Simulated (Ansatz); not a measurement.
# Copper, omega (AlB2-type) under BLYP: ground state and equation of state

Aim: take copper in the omega (AlB2-type) structure, relax it, solve it on a dense k-mesh, then scale the cell to 7 volumes from 88 to 112 % of the relaxed one and try a fit of the equation of state. Spin polarisation is left out. The k-meshes are 9×9×13 for the relaxation; 11×11×16 for the dense run; 10×10×14 for the volumes.

Computed with Ansatz 0.2.0 (DFT BLYP, plane waves (420 eV) with PAW, scalar-relativistic; the PAW data stem from PBE, with regenerated cores, unless a step says otherwise).

## 1. Starting point

It takes space group P6/mmm (No. 191, hexagonal). The conventional cell has a = 4.056 Å, b = 4.056 Å, c = 2.486 Å, α = 90.00°, β = 90.00°, γ = 120.00°. Around Cu (site symmetry 6/mmm) lie 14 Cu at 2.49 to 2.65 Å. Cu (site symmetry -6m2) has 11 Cu at 2.34 to 2.65 Å as nearest neighbours.

Coordinates:

```cif
data_structure
_symmetry_space_group_name_H-M 'P 1'
_symmetry_Int_Tables_number 1
_cell_length_a 4.0563
_cell_length_b 4.0563
_cell_length_c 2.4865
_cell_angle_alpha 90.000
_cell_angle_beta 90.000
_cell_angle_gamma 120.000
_cell_volume 35.43
loop_
_atom_site_label
_atom_site_type_symbol
_atom_site_fract_x
_atom_site_fract_y
_atom_site_fract_z
_atom_site_occupancy
Cu1 Cu 0.00000 0.00000 0.00000 1
Cu2 Cu 0.33333 0.66667 0.50000 1
Cu3 Cu 0.66667 0.33333 0.50000 1
```

## 2. Geometry optimisation

The input, input.yaml:

```yaml
crystal:
  lattice:
    - [4.0562702462, 0.0, 0.0]
    - [-2.0281351231, 3.5128330778, 0.0]
    - [0.0, 0.0, 2.4864936609]
  atoms:
    - { symbol: Cu, position: [0.0, 0.0, 0.0] }
    - { symbol: Cu, position: [0.3333333333, 0.6666666667, 0.5] }
    - { symbol: Cu, position: [0.6666666667, 0.3333333333, 0.5] }
hamiltonian:
  xc: blyp
  pseudopotentials:
    kind: paw
    azcp:
      Cu: "pseudopotentials/Cu.paw.azcp"
basis:
  ecutwfc: 420
  fft_grid_basis: typed
kpoints:
  mp_grid: { grid: [9, 9, 13], shift: [0, 0, 0] }
magnetization:
  spin_polarized: false
scf:
  occupations: { method: fermi_dirac, width: 0.1 }
relax:
  max_steps: 60
  f_tol: 0.01
  cell: {}
```

The runs that follow: The energy on a finer k-mesh; The cell scaled to 88 % of its volume; The cell scaled to 92 % of its volume; The cell scaled to 96 % of its volume; The cell scaled to 100 % of its volume; The cell scaled to 104 % of its volume; The cell scaled to 108 % of its volume; The cell scaled to 112 % of its volume.

Q: Predict the outcome of this session. Wanted: space group; conventional cell; volume; shortest distance; gap on the mesh; relative to fcc; V₀, B₀, B₀′.

The runs gave:

```
                      quantity                                   value
space group (spins left aside)                        P6/mmm (No. 191)
             conventional cell  a = 4.211 Å, c = 2.528 Å (c/a = 0.600)
                        volume                          12.942 Å³/atom
             shortest distance                                 2.431 Å
               gap on the mesh            none (levels filled in part)
               relative to fcc                            +63 meV/atom
                   V₀, B₀, B₀′            12.942 Å³/atom, 109 GPa, 5.1
```

**Reading.** The relaxation enlarged the cell by 9.6 % in volume. It lies 63 meV/atom above the element's reference form at the same level (fcc, from a run of its own). No gap shows: it is a metal or semimetal at this level. B₀ comes out at 109 GPa; letting shape and positions relax at each volume could only lower it. The symmetry was held, so the structure may be unstable against distortions that break it.
